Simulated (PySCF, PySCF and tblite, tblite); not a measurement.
# C₆H₈O₂: conformers and averaged spectra, part 2 of 2

PySCF and tblite. Atoms count from 0. The steps go on from the part before.

## 7. Boltzmann average: properties at CAM-B3LYP/pcSseg-1 in benzene

The job: settings as JSON, then the geometry in Å.

```
{"job": {"study": "conf", "smiles": "C#CC1COCOC1", "search": {"seed": 4973, "n_embed": 60, "ff_keep": 14, "window": 3.0, "nmax": 8, "temps": [150, 200, 250, 298.15, 400], "t_ref": 298.15, "order": 0.002}, "level": {"nmr": {"xc": "CAM-B3LYP", "basis": "pcSseg-1", "solvent": "benzene"}, "j": {"xc": "B3LYP", "basis": {"default": "6-31G*", "H": "pcJ-1"}, "nuclei": ["H", "F", "P", "Si", "B"]}}, "kind": "conf"}, "charge": 0, "multiplicity": 1}
C      3.088586     0.237753     0.363578
C      1.917459     0.427188     0.206876
C      0.496226     0.622698     0.018150
C     -0.311010     0.065482     1.205004
O     -1.696652     0.176880     0.952156
C     -2.052137    -0.483513    -0.223774
O     -1.410829     0.022687    -1.354174
C     -0.007309    -0.098328    -1.245705
H      4.118118     0.091048     0.500346
H      0.277305     1.691994    -0.080275
H     -0.118564     0.630761     2.118203
H     -0.040794    -0.990551     1.368375
H     -1.833085    -1.568975    -0.124099
H     -3.122859    -0.325948    -0.367024
H      0.410635     0.345278    -2.150734
H      0.277313    -1.162138    -1.198316
```

What it wrote:

```text
conformer  sym    E(xTB)   E(DFT)   G(298.15 K)  weight  dipole/D
    1     Cs      0.000    0.000    0.000   0.9414    1.783
    2     Cs      1.729    1.671    1.645   0.0586    2.596

mean shielding (ppm) by class
class atoms           150 K      200 K      250 K   298.15 K      400 K
  0 C  0             105.43    105.457    105.501    105.552    105.663
  1 C  1             97.925     97.858      97.75     97.626     97.354
  2 C  2            155.255    155.247    155.234    155.219    155.186
  3 C  3,7           109.66    109.673    109.694    109.717    109.769
  4 O  4,6          259.898    260.066    260.336    260.648    261.329
  5 C  5             86.685     86.685     86.685     86.685     86.686
  6 H  8             30.125     30.124     30.122     30.121     30.117
  7 H  9             28.873     28.883     28.899     28.917     28.957
  8 H  10,14          27.34     27.346     27.357     27.369     27.396
  9 H  11,15         28.147     28.138     28.125     28.109     28.074
 10 H  12            26.932     26.926     26.915     26.904     26.878
 11 H  13            26.524     26.528     26.536     26.544     26.563
```

Wall time 2.2 min (1 thread of Arm Neoverse V1, shared host). This counts the runs that the step sums up.

The search (ETKDG and KDG, MMFF94s, GFN2-xTB) embedded 60 structures, kept 4 distinct ones after the force field and 3 after xTB; 2 were carried on (window 3.0 kcal/mol at the search's own energies). Energies: CAM-B3LYP/pcSseg-1 in benzene with D3(BJ).

The conformers at 298 K:

| no. | group | mirror pair | ΔE xTB | ΔE DFT | ΔG | weight (%) | μ (D) | A, B, C (GHz) |
| --- | --- | --- | --- | --- | --- | --- | --- | --- |
| 1 | Cs | no | 0.00 | 0.00 | 0.00 | 94.1 | 1.78 | 4.73, 1.48, 1.20 |
| 2 | Cs | no | 1.73 | 1.67 | 1.65 | 5.9 | 2.60 | 3.36, 1.85, 1.63 |

Energies in kcal/mol. ΔG holds xTB vibrations and rotation, symmetry numbers and mirror pairs.

Weights (%) by temperature:

| no. | 150 K | 200 K | 250 K | 298 K | 400 K |
| --- | --- | --- | --- | --- | --- |
| 1 | 99.6 | 98.3 | 96.4 | 94.1 | 89.2 |
| 2 | 0.4 | 1.7 | 3.6 | 5.9 | 10.8 |

How the weights hang on the way they are made:

| scheme | 1 | 2 | mean μ (D) |
| --- | --- | --- | --- |
| DFT free energy | 94 | 6 | 1.83 |
| DFT energy, symmetry counted | 94 | 6 | 1.83 |
| DFT energy alone | 94 | 6 | 1.83 |
| xTB energy, symmetry counted | 95 | 5 | 1.82 |
| xTB free energy | 95 | 5 | 1.83 |
| lowest conformer only | 100 | 0 | 1.78 |
| equal weights | 50 | 50 | 2.19 |
| conformers found from three starts alone | 100 | 0 | 1.78 |

Shifts against references run at the same level ($^{13}$C TMS 185.5, $^{1}$H TMS 31.77 ppm of shielding), by class of atoms, at 298 K:

| atoms | environment | no. 1 | no. 2 | average |
| --- | --- | --- | --- | --- |
| C5 | sp3 carbon bearing two oxygens | 98.8 | 98.8 | 98.8 |
| C1 | alkyne carbon | 87.5 | 93.1 | 87.9 |
| C0 | terminal alkyne carbon | 80.1 | 77.8 | 79.9 |
| C3, C7 | sp3 CH2 bonded to O | 75.8 | 74.8 | 75.8 |
| C2 | propargylic sp3 CH | 30.2 | 30.9 | 30.3 |
| H13 | hydrogen on an sp3 carbon bearing two oxygens | 5.25 | 4.87 | 5.22 |
| H12 | hydrogen on an sp3 carbon bearing two oxygens | 4.83 | 5.36 | 4.86 |
| H10, H14 | hydrogen on an sp3 CH2 bonded to O | 4.43 | 3.89 | 4.40 |
| H11, H15 | hydrogen on an sp3 CH2 bonded to O | 3.62 | 4.33 | 3.66 |
| H9 | hydrogen on a propargylic sp3 CH | 2.90 | 2.08 | 2.85 |
| H8 | hydrogen on a terminal alkyne carbon | 1.64 | 1.72 | 1.65 |
| O4, O6 | ether oxygen | 259.8 (σ) | 273.7 (σ) | 260.6 (σ) |

Couplings (Hz, B3LYP/6-31G*+pcJ-1; one pair named for each class), from conformers that hold 100 % of the weight:

| pair | bonds | no. 1 | no. 2 | average |
| --- | --- | --- | --- | --- |
| H10–H11 | 2 | -11.8 | -11.4 | -11.8 |
| H12–H13 | 2 | -7.7 | -7.7 | -7.7 |
| H9–H11 | 3 | 10.5 | 1.4 | 10.0 |
| H9–H10 | 3 | 4.9 | 3.4 | 4.8 |
| H8–H9 | 4 | -4.1 | -4.1 | -4.1 |
| H10–H14 | 4 | 1.9 | 0.3 | 1.8 |
| H11–H13 | 4 | -1.2 | -1.1 | -1.2 |
| H10–H12 | 4 | -1.1 | -1.2 | -1.1 |
| H10–H15 | 4 | -0.9 | -0.8 | -0.9 |
| H11–H12 | 4 | 0.6 | 0.0 | 0.5 |

Effective distances for nuclear Overhauser effects, ⟨r⁻⁶⟩^(−1/6) over all pairs of two classes (Å): H12···H13 1.81; H10···H11 2.00; H11···H12 2.43; H9···H10 2.47; H9···H11 3.02; H10···H13 3.52; H10···H12 3.58; H11···H13 3.60.

## 8. Shieldings, conformer 1: HSE06/pcSseg-1 in chloroform

The job: settings as JSON, then the geometry in Å.

```
{"job": {"xc": "HSE06", "basis": "pcSseg-1", "solvent": "chloroform", "grid": 3, "kind": "nmr", "pop": false}, "charge": 0, "multiplicity": 1}
C      3.103358     0.277805     0.363808
C      1.926236     0.448472     0.206275
C      0.493632     0.609079     0.018188
C     -0.294903     0.039547     1.214392
O     -1.680043     0.150071     0.959782
C     -2.086868    -0.476336    -0.228255
O     -1.394035    -0.004525    -1.353736
C      0.009546    -0.125010    -1.248232
H      4.143619     0.148158     0.501519
H      0.245267     1.673037    -0.083655
H     -0.093398     0.614867     2.123049
H     -0.013665    -1.013316     1.384202
H     -1.964167    -1.577622    -0.139490
H     -3.143211    -0.225055    -0.375630
H      0.434567     0.329499    -2.148252
H      0.306466    -1.186353    -1.205375
```

What it wrote:

```text
coarse grid: 13648 points
cycle   1  E = -383.1903429951  dE =  1.207e+00  |g| = 7.535e-01  |ddm| = 3.747e+00
cycle   2  E = -383.1013754930  dE =  8.897e-02  |g| = 1.041e+00  |ddm| = 1.624e+00
cycle   3  E = -383.2902654029  dE = -1.889e-01  |g| = 1.225e-01  |ddm| = 1.040e+00
cycle   4  E = -383.2926724117  dE = -2.407e-03  |g| = 6.154e-02  |ddm| = 1.452e-01
cycle   5  E = -383.2934866027  dE = -8.142e-04  |g| = 2.438e-02  |ddm| = 5.542e-02
cycle   6  E = -383.2936312358  dE = -1.446e-04  |g| = 3.776e-03  |ddm| = 2.133e-02
cycle   7  E = -383.2936348309  dE = -3.595e-06  |g| = 5.958e-04  |ddm| = 4.468e-03
final grid: 191336 points
cycle   8  E = -383.3673567798  dE = -4.970e-05  |g| = 6.625e-03  |ddm| = 4.816e-02
cycle   9  E = -383.3673473523  dE =  9.428e-06  |g| = 9.595e-03  |ddm| = 1.275e-02
cycle  10  E = -383.3673655010  dE = -1.815e-05  |g| = 1.265e-03  |ddm| = 8.257e-03
cycle  11  E = -383.3673659061  dE = -4.051e-07  |g| = 4.487e-04  |ddm| = 1.171e-03
cycle  12  E = -383.3673659500  dE = -4.393e-08  |g| = 1.595e-04  |ddm| = 3.979e-04
cycle  13  E = -383.3673659559  dE = -5.858e-09  |g| = 2.961e-05  |ddm| = 1.490e-04
cycle  14  E = -383.3673659561  dE = -1.752e-10  |g| = 7.227e-06  |ddm| = 3.717e-05
converged SCF energy = -383.3673659561

GIAO shielding tensors (ppm)
atom      isotropic    diamagn.    paramagn.     s11        s22        s33       span
  0 C      107.231     257.177    -149.946     33.166     35.241    253.286    220.120
  1 C       99.614     260.265    -160.651     -0.653      2.439    297.056    297.710
  2 C      155.589     249.622     -94.033    142.655    147.846    176.266     33.611
  3 C      112.570     244.989    -132.419     89.105     99.051    149.554     60.449
  4 O      259.907     396.501    -136.595    184.577    281.387    313.756    129.178
  5 C       89.405     241.879    -152.474     69.375     89.257    109.583     40.208
  6 O      259.920     396.494    -136.574    184.581    281.416    313.762    129.182
  7 C      112.575     244.991    -132.416     89.114     99.054    149.557     60.444
  8 H       29.681      33.427      -3.747     24.387     24.393     40.261     15.874
  9 H       28.674      28.897      -0.224     24.768     28.140     33.112      8.344
 10 H       27.188      28.690      -1.502     22.852     27.380     31.333      8.482
 11 H       27.935      29.845      -1.910     23.881     28.411     31.514      7.633
 12 H       26.627      28.364      -1.737     21.811     26.394     31.677      9.866
 13 H       26.351      26.726      -0.375     22.188     25.315     31.551      9.364
 14 H       27.188      28.683      -1.495     22.851     27.379     31.334      8.483
 15 H       27.935      29.840      -1.905     23.880     28.410     31.515      7.635
```

Run time: 37 s. Hardware: 1 thread of Arm Neoverse V1, shared host; peak memory 1.1 GiB.

In short: HOMO -7.17 eV, LUMO 0.60 eV; dipole 1.69 D.

## 9. Single-point energy, conformer 1: BLYP/6-311G** in chloroform

The job, as its differences from that of step 8:

```diff
@@ -1,2 +1,2 @@
-{"job": {"xc": "HSE06", "basis": "pcSseg-1", "solvent": "chloroform", "grid": 3, "kind": "nmr", "pop": false}, "charge": 0, "multiplicity": 1}
+{"job": {"xc": "BLYP", "basis": "6-311G**", "solvent": "chloroform", "kind": "sp"}, "charge": 0, "multiplicity": 1}
 C      3.103358     0.277805     0.363808
```

What it wrote:

```text
coarse grid: 13648 points
cycle   1  E = -383.5893977904  dE =  1.059e+00  |g| = 9.704e-01  |ddm| = 3.545e+00
cycle   2  E = -383.2333357269  dE =  3.561e-01  |g| = 1.698e+00  |ddm| = 3.682e+00
cycle   3  E = -383.7519857821  dE = -5.187e-01  |g| = 2.425e-01  |ddm| = 2.801e+00
cycle   4  E = -383.7623941401  dE = -1.041e-02  |g| = 9.917e-02  |ddm| = 2.685e-01
cycle   5  E = -383.7634860257  dE = -1.092e-03  |g| = 7.654e-02  |ddm| = 1.048e-01
cycle   6  E = -383.7649042305  dE = -1.418e-03  |g| = 1.011e-02  |ddm| = 4.734e-02
cycle   7  E = -383.7649283051  dE = -2.407e-05  |g| = 1.677e-03  |ddm| = 1.133e-02
cycle   8  E = -383.7649288623  dE = -5.572e-07  |g| = 6.864e-04  |ddm| = 2.263e-03
final grid: 132640 points
cycle   9  E = -383.7778310137  dE = -5.466e-05  |g| = 1.280e-02  |ddm| = 5.011e-02
cycle  10  E = -383.7777612794  dE =  6.973e-05  |g| = 2.322e-02  |ddm| = 2.673e-02
cycle  11  E = -383.7778595778  dE = -9.830e-05  |g| = 3.237e-03  |ddm| = 2.136e-02
cycle  12  E = -383.7778614722  dE = -1.894e-06  |g| = 1.349e-03  |ddm| = 3.434e-03
cycle  13  E = -383.7778618451  dE = -3.729e-07  |g| = 5.214e-04  |ddm| = 1.090e-03
cycle  14  E = -383.7778619115  dE = -6.640e-08  |g| = 8.790e-05  |ddm| = 4.388e-04
cycle  15  E = -383.7778619131  dE = -1.637e-09  |g| = 2.076e-05  |ddm| = 1.061e-04
cycle  16  E = -383.7778619132  dE = -1.135e-10  |g| = 2.796e-06  |ddm| = 2.197e-05
converged SCF energy = -383.7778619132
```

Run time: 14 s. Hardware: 1 thread of Arm Neoverse V1, shared host; peak memory 0.74 GiB.

This run: HOMO -5.86 eV, LUMO 0.22 eV; dipole 1.33 D.

## 10. Shieldings, conformer 2: HSE06/pcSseg-1 in chloroform

The job: settings as JSON, then the geometry in Å.

```
{"job": {"xc": "HSE06", "basis": "pcSseg-1", "solvent": "chloroform", "grid": 3, "kind": "nmr", "pop": false}, "charge": 0, "multiplicity": 1}
C      2.605245     0.707277    -0.994839
C      1.761212     0.225949    -0.292048
C      0.717908    -0.350927     0.549804
C     -0.159793    -1.332831    -0.253078
O     -0.973787    -0.641024    -1.175327
C     -1.764730     0.361257    -0.594426
O     -1.009597     1.306951     0.114825
C     -0.198070     0.748513     1.125418
H      3.355830     1.128144    -1.609039
H      1.186034    -0.893013     1.381278
H     -0.781063    -1.917312     0.447502
H      0.462052    -2.019399    -0.835933
H     -2.254533     0.896289    -1.415858
H     -2.528271    -0.095149     0.073505
H     -0.822128     0.315623     1.926390
H      0.396092     1.568597     1.540417
```

What it wrote:

```text
coarse grid: 13648 points
cycle   1  E = -383.1834308289  dE =  1.210e+00  |g| = 7.665e-01  |ddm| = 3.736e+00
cycle   2  E = -383.0858496304  dE =  9.758e-02  |g| = 1.070e+00  |ddm| = 1.463e+00
cycle   3  E = -383.2890533576  dE = -2.032e-01  |g| = 1.110e-01  |ddm| = 9.268e-01
cycle   4  E = -383.2910888388  dE = -2.035e-03  |g| = 4.906e-02  |ddm| = 1.175e-01
cycle   5  E = -383.2915481893  dE = -4.594e-04  |g| = 2.561e-02  |ddm| = 5.085e-02
cycle   6  E = -383.2917026783  dE = -1.545e-04  |g| = 4.612e-03  |ddm| = 2.050e-02
cycle   7  E = -383.2917080077  dE = -5.329e-06  |g| = 4.304e-04  |ddm| = 4.653e-03
final grid: 191336 points
cycle   8  E = -383.3653391037  dE = -4.280e-05  |g| = 6.396e-03  |ddm| = 4.141e-02
cycle   9  E = -383.3653310525  dE =  8.051e-06  |g| = 9.022e-03  |ddm| = 1.197e-02
cycle  10  E = -383.3653474657  dE = -1.641e-05  |g| = 1.254e-03  |ddm| = 7.153e-03
cycle  11  E = -383.3653479016  dE = -4.359e-07  |g| = 3.745e-04  |ddm| = 1.085e-03
cycle  12  E = -383.3653479306  dE = -2.899e-08  |g| = 1.608e-04  |ddm| = 3.719e-04
cycle  13  E = -383.3653479363  dE = -5.741e-09  |g| = 2.494e-05  |ddm| = 1.485e-04
cycle  14  E = -383.3653479364  dE = -1.165e-10  |g| = 6.606e-06  |ddm| = 3.530e-05
converged SCF energy = -383.3653479364

GIAO shielding tensors (ppm)
atom      isotropic    diamagn.    paramagn.     s11        s22        s33       span
  0 C      110.299     257.891    -147.592     33.566     41.196    256.136    222.570
  1 C       93.382     263.628    -170.246    -14.316      1.825    292.638    306.954
  2 C      155.582     246.995     -91.412    146.723    149.296    170.728     24.006
  3 C      113.776     244.152    -130.375     94.629    105.008    141.692     47.063
  4 O      275.268     396.827    -121.560    197.866    300.220    327.717    129.852
  5 C       89.423     240.486    -151.063     68.574     88.958    110.737     42.162
  6 O      275.283     396.827    -121.544    197.877    300.242    327.729    129.852
  7 C      113.776     244.155    -130.379     94.635    105.010    141.684     47.049
  8 H       29.649      33.953      -4.304     24.265     24.345     40.338     16.073
  9 H       29.374      28.686       0.689     24.071     28.398     35.655     11.584
 10 H       27.612      29.592      -1.981     23.491     26.851     32.493      9.003
 11 H       27.281      28.479      -1.198     23.670     26.224     31.949      8.278
 12 H       26.231      27.090      -0.860     22.075     25.273     31.344      9.269
 13 H       26.586      27.903      -1.317     21.496     26.550     31.710     10.214
 14 H       27.611      29.591      -1.981     23.490     26.850     32.492      9.002
 15 H       27.281      28.480      -1.198     23.671     26.224     31.949      8.278
```

It took 38 s on 1 thread of Arm Neoverse V1, shared host; peak memory 1 GiB.

In short: HOMO -7.12 eV, LUMO 0.69 eV; dipole 2.71 D.

## 11. Single-point energy, conformer 2: BLYP/6-311G** in chloroform

The job, as its differences from that of step 10:

```diff
@@ -1,2 +1,2 @@
-{"job": {"xc": "HSE06", "basis": "pcSseg-1", "solvent": "chloroform", "grid": 3, "kind": "nmr", "pop": false}, "charge": 0, "multiplicity": 1}
+{"job": {"xc": "BLYP", "basis": "6-311G**", "solvent": "chloroform", "kind": "sp"}, "charge": 0, "multiplicity": 1}
 C      2.605245     0.707277    -0.994839
```

What it wrote:

```text
coarse grid: 13648 points
cycle   1  E = -383.5807744165  dE =  1.064e+00  |g| = 9.825e-01  |ddm| = 3.556e+00
cycle   2  E = -383.1873692551  dE =  3.934e-01  |g| = 1.751e+00  |ddm| = 2.569e+00
cycle   3  E = -383.7508847987  dE = -5.635e-01  |g| = 2.264e-01  |ddm| = 1.964e+00
cycle   4  E = -383.7603591335  dE = -9.474e-03  |g| = 7.614e-02  |ddm| = 2.300e-01
cycle   5  E = -383.7609604874  dE = -6.014e-04  |g| = 6.114e-02  |ddm| = 9.800e-02
cycle   6  E = -383.7618055994  dE = -8.451e-04  |g| = 1.669e-02  |ddm| = 4.328e-02
cycle   7  E = -383.7618732851  dE = -6.769e-05  |g| = 2.114e-03  |ddm| = 1.297e-02
cycle   8  E = -383.7618741802  dE = -8.951e-07  |g| = 7.928e-04  |ddm| = 2.216e-03
final grid: 132640 points
cycle   9  E = -383.7748252924  dE = -4.439e-05  |g| = 1.211e-02  |ddm| = 5.537e-02
cycle  10  E = -383.7747653617  dE =  5.993e-05  |g| = 2.155e-02  |ddm| = 2.030e-02
cycle  11  E = -383.7748505391  dE = -8.518e-05  |g| = 3.152e-03  |ddm| = 1.484e-02
cycle  12  E = -383.7748524195  dE = -1.880e-06  |g| = 1.261e-03  |ddm| = 2.716e-03
cycle  13  E = -383.7748527305  dE = -3.110e-07  |g| = 5.353e-04  |ddm| = 1.023e-03
cycle  14  E = -383.7748528002  dE = -6.974e-08  |g| = 7.256e-05  |ddm| = 4.746e-04
cycle  15  E = -383.7748528013  dE = -1.064e-09  |g| = 1.874e-05  |ddm| = 1.026e-04
cycle  16  E = -383.7748528013  dE = -8.720e-11  |g| = 3.514e-06  |ddm| = 1.868e-05
converged SCF energy = -383.7748528013
```

Run time: 14 s. Hardware: 1 thread of Arm Neoverse V1, shared host; peak memory 0.74 GiB.

This run: HOMO -5.84 eV, LUMO 0.29 eV; dipole 2.47 D.

## 12. Averages: properties at HSE06/pcSseg-1 in chloroform

The job: settings as JSON, then the geometry in Å.

```
{"job": {"study": "conf", "smiles": "C#CC1COCOC1", "search": {"seed": 4973, "n_embed": 60, "ff_keep": 14, "window": 3.0, "nmax": 8, "temps": [150, 200, 250, 298.15, 400], "t_ref": 298.15, "order": 0.002}, "level": {"nmr": {"xc": "HSE06", "basis": "pcSseg-1", "solvent": "chloroform", "grid": 3}, "sp": {"xc": "BLYP", "basis": "6-311G**", "solvent": "chloroform"}, "alter": {"geometry": "GFN1-xTB"}, "change": "HSE06/pcSseg-1; solvent chloroform; energies BLYP/6-311G**; grid level 3; GFN1-xTB geometries", "top": 4}, "kind": "conf"}, "charge": 0, "multiplicity": 1}
C      3.103358     0.277805     0.363808
C      1.926236     0.448472     0.206275
C      0.493632     0.609079     0.018188
C     -0.294903     0.039547     1.214392
O     -1.680043     0.150071     0.959782
C     -2.086868    -0.476336    -0.228255
O     -1.394035    -0.004525    -1.353736
C      0.009546    -0.125010    -1.248232
H      4.143619     0.148158     0.501519
H      0.245267     1.673037    -0.083655
H     -0.093398     0.614867     2.123049
H     -0.013665    -1.013316     1.384202
H     -1.964167    -1.577622    -0.139490
H     -3.143211    -0.225055    -0.375630
H      0.434567     0.329499    -2.148252
H      0.306466    -1.186353    -1.205375
```

What it wrote:

```text
conformer  sym    E(xTB)   E(DFT)   G(298.15 K)  weight  dipole/D
    1     Cs      0.000    0.000    0.000   0.9354    1.331
    2     Cs      1.729    1.610    1.584   0.0646    2.472

mean shielding (ppm) by class
class atoms           150 K      200 K      250 K   298.15 K      400 K
  0 C  0            107.248     107.29    107.356    107.429    107.586
  1 C  1             99.581     99.494     99.361     99.212     98.894
  2 C  2            155.589    155.589    155.589    155.589    155.588
  3 C  3,7          112.579    112.596    112.621     112.65    112.712
  4 O  4,6          259.996    260.209    260.537    260.905    261.687
  5 C  5             89.405     89.405     89.405     89.406     89.407
  6 H  8              29.68      29.68     29.679     29.678     29.677
  7 H  9             28.677     28.687     28.702     28.719     28.754
  8 H  10,14          27.19     27.196     27.205     27.216     27.237
  9 H  11,15         27.932     27.923     27.909     27.893      27.86
 10 H  12            26.625      26.62     26.611     26.602     26.582
 11 H  13            26.353     26.356     26.361     26.367     26.378
```

Run time: 1.7 min. Hardware: 1 thread of Arm Neoverse V1, shared host. This counts the runs that the step sums up.

Against the first level, at 298 K (shieldings, ppm; largest changes first):

| atoms | CAM-B3LYP/pcSseg-1 in benzene | HSE06/pcSseg-1 in chloroform | change |
| --- | --- | --- | --- |
| C3, C7 | 109.7 | 112.7 | +2.9 |
| C5 | 86.7 | 89.4 | +2.7 |
| C0 | 105.6 | 107.4 | +1.9 |
| C1 | 97.6 | 99.2 | +1.6 |
| H8 | 30.12 | 29.68 | -0.44 |
| C2 | 155.2 | 155.6 | +0.4 |
| H12 | 26.90 | 26.60 | -0.30 |
| O4, O6 | 260.6 | 260.9 | +0.3 |
| H11, H15 | 28.11 | 27.89 | -0.22 |
| H9 | 28.92 | 28.72 | -0.20 |

Weights: from CAM-B3LYP/pcSseg-1 in benzene energies 1: 94 %, 2: 6 %; from BLYP/6-311G** in chloroform energies 1: 94 %, 2: 6 % (with a dispersion term where the level has one and the same thermal terms, so they don't follow from the SCF energies alone). Times: 2.2 min and 1.7 min.

## 13. What came out

What follows sums up all 2 parts.

| quantity | value |
| --- | --- |
| conformers | 2; the first in weight is no. 1 (Cs), 94 % at 298 K |
| root-mean-square dipole | 1.84 D |
| averaged $^{13}$C shifts (CAM-B3LYP/pcSseg-1 in benzene) | 98.8, 87.9, 79.9, 75.8, 30.3 ppm |
| averaged $^{1}$H shifts (CAM-B3LYP/pcSseg-1 in benzene) | 5.22, 4.86, 4.40, 3.66, 2.85, 1.65 ppm |

Conformer 1 leads with 94 % at 298 K, and its share goes from 100 % at 150 K to 89 % at 400 K. Among conformers over 5 %, H9 differs by 0.82 ppm, while the average moves by 0.08 ppm from 150 to 400 K. Among vicinal couplings, H9–H11 differs most between the conformers listed (10.5 for no. 1, 1.4 for no. 2; average 10.0 Hz). Going from CAM-B3LYP/pcSseg-1 in benzene to HSE06/pcSseg-1 in chloroform moves C3 most, by 2.9 ppm of raw shielding (the geometries differ too); the energies behind both averages, dispersion terms included where typed, rank the same conformer first.
